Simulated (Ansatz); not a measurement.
# Si3Sn2: further runs on a relaxed guess

The task, for Si3Sn2: see whether it has a gap, which orbitals make up the states near it and how charge is shared.

Program: Ansatz 0.2.0. Level of theory: DFT PBE, scalar-relativistic, plane waves, PAW. These are calculated values, not measurements.

## (1) The structure to begin with

Symmetry: P6_3/mmc, No. 194, hexagonal system. Conventional cell: a = 3.525 Å, b = 3.525 Å, c = 20.235 Å, α = 90.00°, β = 90.00°, γ = 120.00°. Si (site symmetry -6m2) is surrounded by 6 Si at 2.46 Å. Around Si (site symmetry 3m) lie 4 Si at 2.46 to 2.77 Å and 3 Sn at 3.09 Å. Around Sn (site symmetry 3m) lie 3 Si at 3.09 Å and 9 Sn at 3.38 to 3.52 Å.

Coordinates:

```cif
data_structure
_symmetry_space_group_name_H-M 'P6_3/mmc'
_symmetry_Int_Tables_number 194
_cell_length_a 3.5246
_cell_length_b 3.5246
_cell_length_c 20.2346
_cell_angle_alpha 90.000
_cell_angle_beta 90.000
_cell_angle_gamma 120.000
_cell_volume 217.69
loop_
_atom_site_label
_atom_site_type_symbol
_atom_site_symmetry_multiplicity
_atom_site_Wyckoff_symbol
_atom_site_fract_x
_atom_site_fract_y
_atom_site_fract_z
_atom_site_occupancy
Si1 Si 2 c 0.66667 0.33333 0.75000 1
Si2 Si 4 f 0.66667 0.33333 0.18151 1
Sn1 Sn 4 f 0.66667 0.33333 0.93324 1
```

The cell was relaxed beforehand at this level, from a generated guess; it is a trial structure. At a tolerance of 0.05 Å it has space group P6_3/mmc (No. 194); it has 21.77 Å³/atom, an uncorrected energy of +0.32 eV/atom over the elements.

## (2) Electronic structure at the relaxed geometry

input.yaml

```yaml
crystal:
  lattice:
    - [3.524558518, 0.0, 0.0]
    - [-1.762279259, 3.0523572137, 0.0]
    - [0.0, 0.0, 20.2346083507]
  atoms:
    - { symbol: Si, position: [0.6666666667, 0.3333333333, 0.75] }
    - { symbol: Si, position: [0.6666666667, 0.3333333333, 0.1815084673] }
    - { symbol: Si, position: [0.6666666667, 0.3333333333, 0.3184915327] }
    - { symbol: Si, position: [0.3333333333, 0.6666666667, 0.6815084673] }
    - { symbol: Si, position: [0.3333333333, 0.6666666667, 0.8184915327] }
    - { symbol: Si, position: [0.3333333333, 0.6666666667, 0.25] }
    - { symbol: Sn, position: [0.6666666667, 0.3333333333, 0.9332415614] }
    - { symbol: Sn, position: [0.6666666667, 0.3333333333, 0.5667584386] }
    - { symbol: Sn, position: [0.3333333333, 0.6666666667, 0.0667584386] }
    - { symbol: Sn, position: [0.3333333333, 0.6666666667, 0.4332415614] }
basis:
  ecutwfc: 420
kpoints:
  mp_grid: { grid: [12, 12, 2] }
  band_path:
    path:
      - [[0.0, 0.0, 0.0], [0.5, 0.0, 0.0], [0.33333333, 0.33333333, 0.0], [0.0, 0.0, 0.0], [0.0, 0.0, 0.5], [0.5, 0.0, 0.5], [0.33333333, 0.33333333, 0.5], [0.0, 0.0, 0.5]]
      - [[0.5, 0.0, 0.5], [0.5, 0.0, 0.0]]
      - [[0.33333333, 0.33333333, 0.5], [0.33333333, 0.33333333, 0.0]]
    npoints: 14
hamiltonian:
  xc: pbe
scf:
  occupations: { method: gaussian, width: 0.1 }
  n_extra_bands: 25
output:
  forces: true
  stress: true
  eigenvalues: true
  populations: true
  dos: { projected: true, de: 0.02, nscf_kmesh: { grid: [15, 15, 3] } }
  bader: true
  write_density: true
  write_potential: true
  elf: true
  volumetric_format: npy
```

Started as:

```console
$ ansatz run input.yaml --threads 1 --pin off --max-ram 2560MiB --backend cpu --events-out ev --progress --plain --runs-dir out
```

**Question.** What will these runs give? Wanted: gap; states at the Fermi level; Bader charges.

**Answer**, as computed:

| quantity | value |
| --- | --- |
| gap | none (metal) |
| states at the Fermi level | 5.00 per eV per cell |
| Bader charges | Si -0.14 to -0.06, Sn +0.13 e |

Bands cross the Fermi level: a metal at this level of theory. Of the projected weight within 0.25 eV of the Fermi level, the largest part is Sn 5p (46 %) and Si 3p (39 %). Charge transfer between the atoms is small (Bader charges up to 0.1 e).
